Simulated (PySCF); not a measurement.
# C3H7FOSi: the cost of one run

Programs: PySCF 2.14.0, with density-fitted response routines of our own. Each step states its level of theory. These are calculated values for one molecule in the gas phase, unless marked as measured. Atoms count from 0, in the outputs and in this text.

## (1) The starting structure

13 atoms, charge 0, multiplicity 1; geometry from: GFN2-xTB. The atoms were then displaced at random by about 0.01 Å, so the start is not that level's minimum.

Bonds of the start (Å): C0–O1 1.42, O1–C2 1.41, C2–Si3 1.85, Si3–C4 1.90, C4–F5 1.37, C4–C2 1.53, C0–H6 1.09, C0–H7 1.07, C0–H8 1.12, C2–H9 1.09, Si3–H10 1.48, Si3–H11 1.45, C4–H12 1.06.

## (2) Optimising the geometry at PBE0-D3(BJ)/def2-SVP

The job: settings as JSON, then the geometry in Å.

```
{"job": {"xc": "PBE0", "basis": "def2-SVP", "d3": "d3bj", "grid": 1, "shake": 0.01, "kind": "geom"}, "charge": 0, "multiplicity": 1}
C      2.026590     0.016120    -0.396640
O      1.050700    -0.019340     0.639790
C     -0.213380     0.494140     0.272150
Si    -1.686120    -0.150730     1.194940
C     -1.091770    -0.418880    -0.585450
F     -1.701770     0.206850    -1.646240
H      1.678540    -0.516470    -1.281820
H      2.934100    -0.402190    -0.018880
H      2.200420     1.085230    -0.675510
H     -0.156100     1.527640    -0.059030
H     -2.829050     0.772680     1.365150
H     -1.526170    -1.273710     2.099790
H     -0.680170    -1.338230    -0.918570
```

Launch:

```bash
OMP_NUM_THREADS=1 python probes_run.py task.json out
```

This one command runs all jobs of the session in turn.

Q: Estimate the wall time and peak memory of this first job on 1 thread of Intel Xeon Platinum 8175M at 2.50GHz, shared host.

About 1.7 min, with a peak of 0.49 GiB.
